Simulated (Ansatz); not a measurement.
# Co5O4: the cost of one run

Method: RKS PBE0-D4/def2-TZVP; program: Ansatz 0.2.0, Gaussian basis.

Plan: a single point at PBE0-D4/def2-TZVP.

3 further runs of the same task are left out: 2 that didn't finish, 1 set aside as unsound or not needed. Runs told in other sessions of the task aren't counted.

**1. The relaxed structure**

The geometry is that of the singlet, from an earlier relaxation (PBE-D4/def2-SVP). At that level it is the lowest of the isomers that a small search found.

9 atoms, charge 1, spin multiplicity 1.

Atoms are counted from 1 here; the program's logs count them from 0.

Bond lengths: Co1–O8 1.687 Å, Co1–O9 1.802 Å, Co2–O7 1.803 Å, Co2–O8 1.686 Å, Co3–O7 1.837 Å, Co3–O9 1.837 Å, Co4–O6 1.687 Å, Co4–O9 1.802 Å, Co5–O6 1.687 Å, Co5–O7 1.803 Å. Angles: O8–Co1–O9 148.7°, O7–Co2–O8 148.6°, O7–Co3–O9 155.5°, O6–Co4–O9 148.7°, O6–Co5–O7 148.6°, Co4–O6–Co5 96.6°, Co2–O7–Co3 81.7°, Co2–O7–Co5 83.3°, Co3–O7–Co5 81.7°, Co1–O8–Co2 96.6°, Co1–O9–Co3 81.6°, Co1–O9–Co4 83.5°, Co3–O9–Co4 81.6°.

No spin-orbit coupling is included. The ion is computed in the gas phase, without counter-ions or solvent.

Bonds by kind at the end (by distance):

```tsv
bond	count	shortest (Å)	longest (Å)
Co–O	10	1.686	1.837
```

**2. Single point, PBE0-D4/def2-TZVP**

start.molden holds the orbitals of an earlier run on this state, given as this run's starting guess.

The input, in.yaml:

```yaml
crystal:
  periodic: [false, false, false]
  atoms:
    - {symbol: Co, position_ang: [1.588762, -0.616524, 0.426552]}
    - {symbol: Co, position_ang: [0.646479, 0.821007, -1.414682]}
    - {symbol: Co, position_ang: [-0.037191, 1.065157, 0.851801]}
    - {symbol: Co, position_ang: [-0.634568, -1.224421, 1.092350]}
    - {symbol: Co, position_ang: [-1.573304, 0.210319, -0.753212]}
    - {symbol: O, position_ang: [-1.725417, -1.371083, -0.185857]}
    - {symbol: O, position_ang: [-0.699185, 1.785960, -0.702469]}
    - {symbol: O, position_ang: [1.788827, -0.406635, -1.235524]}
    - {symbol: O, position_ang: [0.645597, -0.263770, 1.921042]}
basis:
  gaussian: {orbitals: def2-TZVP, initial_orbitals: start.molden}
total_charge: 1
hamiltonian: {xc: pbe0, dispersion: d4}
scf: {omitted_lower_state_checks: [starts]}
output: {orbitals: {seedname: orbitals}}
```

Run with:

```bash
ansatz run in.yaml --threads 4 --pin off --events-out ev --progress --plain --max-ram 6963MiB
```

**Question.** How long does this run take on 4 threads of Arm Neoverse V2, shared host, and how much memory does it need?

About 5.6 min, with a peak of 2.7 GiB.
